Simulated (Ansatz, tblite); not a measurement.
# The cluster Te₄Pb₂+: isomers from a random search

An exercise on one series of results from a longer session: the logs are not shown, and one member is left open.

Computed with Ansatz 0.2.0, Gaussian basis. Level: relaxed with PBE-D4/def2-SVP, doublet.

2 further runs of the same task are left out: 2 set aside as unsound or not needed. Runs told in other sessions of the task aren't counted.

## The starting structure

6 atoms, charge 1, spin multiplicity 2.

Atoms are counted from 1 here; the program's logs count them from 0.

Bond lengths: Pb1–Te4 2.989 Å, Pb1–Te5 2.945 Å, Pb1–Te6 2.925 Å, Pb2–Te3 2.925 Å, Pb2–Te4 2.946 Å, Pb2–Te5 2.990 Å, Te3–Te4 2.733 Å, Te3–Te6 3.047 Å, Te5–Te6 2.733 Å. Angles: Te4–Pb1–Te5 85.4°, Te4–Pb1–Te6 86.0°, Te5–Pb1–Te6 55.5°, Te3–Pb2–Te4 55.5°, Te3–Pb2–Te5 85.9°, Te4–Pb2–Te5 85.4°, Pb2–Te3–Te4 62.6°, Pb2–Te3–Te6 90.4°, Te4–Te3–Te6 88.3°, Pb1–Te4–Pb2 94.3°, Pb1–Te4–Te3 95.4°, Pb2–Te4–Te3 61.9°, Pb1–Te5–Pb2 94.4°, Pb1–Te5–Te6 61.9°, Pb2–Te5–Te6 95.4°, Pb1–Te6–Te3 90.3°, Pb1–Te6–Te5 62.6°, Te3–Te6–Te5 88.3°.

Pb, Te take a core potential in the def2 sets. No spin-orbit coupling is included. The ion is computed in the gas phase, without counter-ions or solvent.

A search from random starts with GFN1-xTB found 14 distinct shapes; 2 go on here. The structure above is candidate A, which lies 0.00 eV above the lowest at that level; B lies 0.26 eV above the lowest at that level.

Set-up of the first run:

File in.yaml:

```yaml
crystal:
  periodic: [false, false, false]
  atoms:
    - {symbol: Pb, position_ang: [1.666490, -1.283420, 1.040120]}
    - {symbol: Pb, position_ang: [-0.911130, 2.143210, 0.291220]}
    - {symbol: Te, position_ang: [-0.599390, 0.464110, -2.083010]}
    - {symbol: Te, position_ang: [1.668310, 1.136940, -0.714510]}
    - {symbol: Te, position_ang: [-1.037150, -0.419460, 1.825540]}
    - {symbol: Te, position_ang: [-0.787120, -2.041390, -0.359370]}
basis:
  gaussian: {orbitals: def2-SVP}
total_charge: 1
magnetization: {spin_polarized: true, initial_magnetization: 1}
hamiltonian: {xc: pbe, dispersion: d4}
scf: {lower_state_search: "off"}
output: {orbitals: {seedname: orbitals}}
relax: {f_tol: 0.03, max_steps: 70}
```

Command:

```
$ ansatz run in.yaml --threads 4 --pin off --events-out ev --progress --plain --max-ram 6963MiB
```

Among the steps run: Relaxing candidate A; Relaxing candidate B; Candidate B, PBE0-D4/def2-TZVP; Candidate B, PBE-D4/def2-TZVP; Candidate B, r2SCAN-D4/def2-TZVP.

One table of the session follows, with a row left open; its other results are not shown here.

It belongs to the step «B against A». 

| level | B above A (kJ/mol) |
| --- | --- |
| GFN1-xTB | +31.0 |
| GFN2-xTB | ? |
| PBE-D4/def2-TZVP | +16.7 |
| r2SCAN-D4/def2-TZVP | +15.4 |
| PBE0-D4/def2-TZVP | +22.7 |

Q: Estimate the row for GFN2-xTB from the others.

The run gave: B above A (kJ/mol): +6.0. In the column «B above A (kJ/mol)» it is the lowest.

Limits of these values: The search was small, so a lower isomer may exist. Only doublets are compared; another spin may lie lower and prefer another shape.
